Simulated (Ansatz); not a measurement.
# FGe2H7: the cost of one run

All numbers below are computed with Ansatz 0.2.0 (RKS PBE0/def2-mTZVP).

1 further run of the same task is left out (it didn't finish).

## Step 1: The structure to begin with

Bond lengths: Ge1–Ge2 2.750 Å, Ge2–H3 1.550 Å, Ge2–H4 1.550 Å, Ge2–H5 1.550 Å, Ge1–H6 1.550 Å, Ge1–H7 1.549 Å, Ge1–H8 1.549 Å, Ge1–F9 1.980 Å, Ge2–H10 1.769 Å. Angles (14 of 20 angles, heavy atoms first): Ge2–Ge1–F9 71.6°, Ge1–Ge2–H3 109.5°, Ge1–Ge2–H4 109.5°, Ge1–Ge2–H5 109.5°, Ge1–Ge2–H10 56.0°, Ge2–Ge1–H6 109.5°, Ge2–Ge1–H7 109.5°, Ge2–Ge1–H8 109.5°, H6–Ge1–F9 178.9°, H7–Ge1–F9 70.0°, H8–Ge1–F9 70.0°, H3–Ge2–H4 109.4°, H3–Ge2–H5 109.4°, H3–Ge2–H10 55.9°.

Coordinates:

```xyz
10

Ge    0.0000    0.0000    0.0000
Ge    0.0000    0.0000    2.7500
H    -1.3958   -0.4318    3.2674
H     1.0719   -0.9929    3.2674
H     0.3240    1.4247    3.2674
H     1.4616    0.0000   -0.5162
H    -0.7300    1.2648   -0.5162
H    -0.7300   -1.2648   -0.5162
F    -1.8790    0.0000    0.6243
H    -1.4671    0.0000    1.7619
```

## Step 2: Pulling towards end A

Springs on the bonds that form and break draw the guess towards this end; the thresholds are loose.

Contents of input.yaml:

```yaml
crystal:
  periodic: [false, false, false]
  atoms:
    - { symbol: Ge, position_ang: [0.0, 0.0, 0.0] }
    - { symbol: Ge, position_ang: [0.0, 0.0, 2.75] }
    - { symbol: H, position_ang: [-1.3958, -0.4318, 3.2674] }
    - { symbol: H, position_ang: [1.0719, -0.9929, 3.2674] }
    - { symbol: H, position_ang: [0.324, 1.4247, 3.2674] }
    - { symbol: H, position_ang: [1.4616, 0.0, -0.5162] }
    - { symbol: H, position_ang: [-0.73, 1.2648, -0.5162] }
    - { symbol: H, position_ang: [-0.73, -1.2648, -0.5162] }
    - { symbol: F, position_ang: [-1.879, 0.0, 0.6243] }
    - { symbol: H, position_ang: [-1.4671, 0.0, 1.7619] }
basis:
  gaussian: { orbitals: def2-mTZVP }
hamiltonian:
  xc: pbe0
relax:
  f_tol: 0.15
  max_steps: 25
  restrain:
    - { distance: [0, 8], at: 2.88, k: 30.0 }
    - { distance: [9, 1], at: 2.75, k: 30.0 }
    - { distance: [0, 1], at: 2.4, k: 30.0 }
    - { distance: [9, 8], at: 0.92, k: 30.0 }
```

Command:

```bash
> ansatz run input.yaml --threads 4 --pin off --max-ram 5120MiB --backend cpu --events-out ev --progress --plain --runs-dir out
```

What time and memory should one allow on 4 threads of Arm Neoverse V2, shared host?

About 16 s, with a peak of 0.28 GiB.
